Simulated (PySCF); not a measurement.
# C6H8BN3: the cost of one run

Programs: PySCF 2.14.0, with routines of our own; each step states its level. All values are computed. Atoms count from 0.

## Step 1: The system as given

18 atoms, charge 0, multiplicity 1; geometry from: GFN2-xTB.

## Step 2: Vibronic structure: TDA BHandHLYP/def2-SV(P)

The job: settings as JSON, then the geometry in Å.

```
{"job": {"kind": "vib", "xc": "BHandHLYP", "basis": "def2-SV(P)", "tda": true}, "charge": 0, "multiplicity": 1}
C     -2.580978     1.224444     0.549189
B     -1.397339     0.275887     0.104982
N     -1.170485    -1.046080     0.519981
C      0.003012    -1.633419    -0.084353
C      0.597990    -0.482931    -0.944048
C      1.905737    -0.082048    -0.460466
C      2.959722     0.319931    -0.026203
C      4.163964     0.742271     0.448926
N      5.180081     1.099781     0.849876
N     -0.362787     0.594101    -0.800481
H     -2.218308     2.022846     1.193050
H     -3.349236     0.688163     1.099256
H     -3.057140     1.700558    -0.304428
H     -1.696832    -1.620818     1.152167
H     -0.255634    -2.494091    -0.715203
H      0.723316    -1.971180     0.672627
H      0.704095    -0.789243    -1.997843
H     -0.157939     1.458146    -1.268687
```

With the program's defaults for keys left out, this is: TDA BHandHLYP/def2-SV(P) vertical-gradient vibronic structure (displaced harmonic oscillators, Condon), gas phase.

The run is started by

```console
$ OMP_NUM_THREADS=1 python excited_run.py task.json out
```

One launch serves the whole session: the jobs run in the order shown.

**Question.** How long does this first job take on 1 thread of AMD EPYC 7R43, shared host, and how much memory does it need?

About 27 s, with a peak of 0.86 GiB.
